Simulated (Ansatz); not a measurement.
# Ag: the cost of one run

Method: DFT LDA, scalar-relativistic, plane waves, PAW, in Ansatz 0.2.0.

1 further run of the same task is left out (it didn't finish). Runs told in other sessions of the task aren't counted.

## 1. The starting structure

Symmetry: Im-3m, No. 229, cubic system. The conventional cell has a = 3.311 Å, b = 3.311 Å, c = 3.311 Å, α = 90.00°, β = 90.00°, γ = 90.00°. Ag (site symmetry m-3m) is surrounded by 8 Ag at 2.87 Å.

As a file:

```cif
data_structure
_symmetry_space_group_name_H-M 'P 1'
_symmetry_Int_Tables_number 1
_cell_length_a 5.7354
_cell_length_b 5.7354
_cell_length_c 5.7354
_cell_angle_alpha 109.471
_cell_angle_beta 109.471
_cell_angle_gamma 109.471
_cell_volume 145.23
loop_
_atom_site_label
_atom_site_type_symbol
_atom_site_fract_x
_atom_site_fract_y
_atom_site_fract_z
_atom_site_occupancy
Ag1 Ag 0.50000 0.50000 0.50000 1
Ag2 Ag 0.00000 0.50000 0.50000 1
Ag3 Ag 0.50000 0.00000 0.50000 1
Ag4 Ag 0.00000 0.00000 0.50000 1
Ag5 Ag 0.50000 0.50000 0.00000 1
Ag6 Ag 0.00000 0.50000 0.00000 1
Ag7 Ag 0.50000 0.00000 0.00000 1
Ag8 Ag 0.00000 0.00000 0.00000 1
```

It goes back to an entry of the Materials Project, which need not be the stable form.

No relaxation comes first: the listed cell is the starting point.

## 2. Zero of energy

The cell is repeated 8 times, 8 atoms in all. The reference gives a free energy of -59664.2271 eV, pressure -11.40 GPa, largest force 0.000 eV/Å and gap on the mesh none (metal). It was computed beforehand with the settings of the runs below.

## 3. The scan: rattled cells

All atoms are moved at random with no net shift, in some cells together with a random strain.

## 4. Point rms move = 0.391 Å

Input file input.yaml:

```yaml
crystal:
  lattice:
    - [-3.311308, -3.311308, 3.311308]
    - [-3.311308, 3.311308, -3.311308]
    - [3.311308, -3.311308, -3.311308]
  atoms:
    - { symbol: Ag, position: [0.4811559053, 0.4932909805, 0.4693325147] }
    - { symbol: Ag, position: [0.0070314751, 0.4520973171, 0.5802542233] }
    - { symbol: Ag, position: [0.5768905035, 0.0676480228, 0.5823425598] }
    - { symbol: Ag, position: [-0.0709565496, -0.0461964666, 0.4578308973] }
    - { symbol: Ag, position: [0.4887186919, 0.5172763754, -0.0725804179] }
    - { symbol: Ag, position: [-0.0317892698, 0.5207477234, -0.0230220746] }
    - { symbol: Ag, position: [0.5110065582, 0.040677188, 0.042282503] }
    - { symbol: Ag, position: [0.0379426853, -0.0455411407, -0.0364402056] }
basis:
  ecutwfc: 420
kpoints:
  mp_grid: { grid: [10, 10, 10] }
hamiltonian:
  xc: lda
scf:
  occupations: { method: gaussian, width: 0.15 }
output:
  forces: true
  stress: true
  eigenvalues: true
```

The run is started by

```
> ansatz run input.yaml --threads 2 --pin off --max-ram 5120MiB --backend cpu --events-out ev --progress --plain --runs-dir out
```

**Question.** How long does this run take on 2 threads of AMD EPYC 7R43 (Zen 3), shared host, and how much memory does it need?

About 5.4 min, with a peak of 3.8 GiB.
